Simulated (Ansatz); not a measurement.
# C (Carbon): the cost of one run

Computed with Ansatz 0.2.0 (DFT LDA, scalar-relativistic, plane waves, PAW, unless a step's input says otherwise).

A COD entry behind a cell of this session may itself be a prediction, so a difference from it is no test against experiment.

### Step 1. Starting point

Symmetry: P6_3/mmc, No. 194, hexagonal system. Conventional cell: a = 2.522 Å, b = 2.522 Å, c = 4.119 Å, α = 90.00°, β = 90.00°, γ = 120.00°. C (site symmetry 3m) has 4 C at 1.54 Å as nearest neighbours.

Coordinates:

```cif
data_structure
_symmetry_space_group_name_H-M 'P 1'
_symmetry_Int_Tables_number 1
_cell_length_a 2.5221
_cell_length_b 2.5221
_cell_length_c 4.1186
_cell_angle_alpha 90.000
_cell_angle_beta 90.000
_cell_angle_gamma 120.000
_cell_volume 22.69
loop_
_atom_site_label
_atom_site_type_symbol
_atom_site_fract_x
_atom_site_fract_y
_atom_site_fract_z
_atom_site_occupancy
C1 C 0.33333 0.66667 0.06250 1
C2 C 0.66667 0.33333 0.56250 1
C3 C 0.33333 0.66667 0.43750 1
C4 C 0.66667 0.33333 0.93750 1
```

The structure comes from the Crystallography Open Database.

(A quick probe on a coarse mesh, which set the mesh and smearing, is not shown.)

### Step 3. A loose first relaxation

File input.yaml:

```yaml
crystal:
  lattice:
    - [2.5221, 0.0, 0.0]
    - [-1.26105, 2.1842026709, 0.0]
    - [0.0, 0.0, 4.1186]
  atoms:
    - { symbol: C, position: [0.3333333333, 0.6666666667, 0.0625] }
    - { symbol: C, position: [0.6666666667, 0.3333333333, 0.5625] }
    - { symbol: C, position: [0.3333333333, 0.6666666667, 0.4375] }
    - { symbol: C, position: [0.6666666667, 0.3333333333, 0.9375] }
basis:
  ecutwfc: 420
kpoints:
  mp_grid: { grid: [9, 9, 6] }
hamiltonian:
  xc: lda
scf:
  occupations: { method: gaussian, width: 0.1 }
output:
  forces: true
  stress: true
  eigenvalues: true
relax:
  adjacent_minimum: "off"
  f_tol: 0.05
  max_steps: 80
  cell: { stress_tol: 0.5 }
```

On the command line:

```console
$ ansatz run input.yaml --threads 1 --pin off --max-ram 2560MiB --backend cpu --events-out ev --progress --plain --runs-dir out
```

Q: Estimate wall time and peak memory on 1 thread of Intel Xeon Platinum 8488C (Sapphire Rapids), shared host.

About 4.2 s, with a peak of 0.34 GiB.
